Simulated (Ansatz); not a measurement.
# CsCaF4: the cost of one run

Program: Ansatz 0.2.0. Level of theory: DFT, PBE, no spin polarisation, plane waves, PAW. These are calculated values, not measurements.

### 1 The structure

It takes space group P4/mmm (No. 123, tetragonal). The conventional cell has a = 3.856 Å, b = 3.856 Å, c = 6.647 Å, α = 90.00°, β = 90.00°, γ = 90.00°. Around Cs (site symmetry 4/mmm) lie 8 F at 3.10 Å. Ca (site symmetry 4/mmm) is surrounded by 6 F at 1.84 to 1.93 Å. F (site symmetry mmm) is surrounded by 2 Ca at 1.93 Å. Around F (site symmetry 4mm) lie 1 Ca at 1.84 Å.

Structure file:

```
Cs Ca F
1.0
     3.85642    0.00000    0.00000
     0.00000    3.85642    0.00000
     0.00000    0.00000    6.64706
Cs Ca F
1 1 4
Direct
  0.50000 0.50000 0.50000
  0.00000 0.00000 0.00000
  0.50000 0.00000 0.00000
  0.00000 0.50000 0.00000
  0.00000 0.00000 0.27700
  0.00000 0.00000 0.72300
```

It starts from an earlier solution of the starting cell (checkpoint.read).

### 2 The walk to rest

input.yaml

```yaml
crystal:
  lattice:
    - [3.856417, 0.0, 0.0]
    - [0.0, 3.856417, 0.0]
    - [0.0, 0.0, 6.647065]
  atoms:
    - { symbol: Cs, position: [0.5, 0.5, 0.5] }
    - { symbol: Ca, position: [0.0, 0.0, 0.0] }
    - { symbol: F, position: [0.5, 0.0, 0.0] }
    - { symbol: F, position: [0.0, 0.5, 0.0] }
    - { symbol: F, position: [0.0, 0.0, 0.277] }
    - { symbol: F, position: [0.0, 0.0, 0.723] }
  symmetry: { tolerance: 0.0003 }
kpoints:
  mp_grid: { grid: [8, 8, 5], shift: [0, 0, 0] }
magnetization:
  spin_polarized: false
scf:
  occupations: { method: fermi_dirac, width: 0.1322 }
  lower_state_search: "off"
hamiltonian:
  pseudopotentials: { kind: paw }
  xc: pbe
basis:
  ecutwfc: 420
  fft_grid_basis: typed
relax:
  max_steps: 80
  cell: { p_target: 0.0 }
output:
  forces: true
  stress: true
  eigenvalues: true
  bader: true
  populations: true
  elf: true
  write_potential: true
  volumetric_format: npy
  dos:
    e_range: [-12, 8]
    de: 0.05
    projected: { site_lists: { Ca: [Ca], Cs: [Cs], F: [F] } }
  write_density: true
checkpoint:
  read: saved_state
```

Launch:

```sh
$ ansatz run input.yaml --threads 2 --pin off --max-ram 3584MiB --backend cpu --events-out ev --progress --plain --runs-dir out
```

Q: Estimate wall time and peak memory on 2 threads of Arm Neoverse V1, shared host.

About 98 s, with a peak of 0.47 GiB.
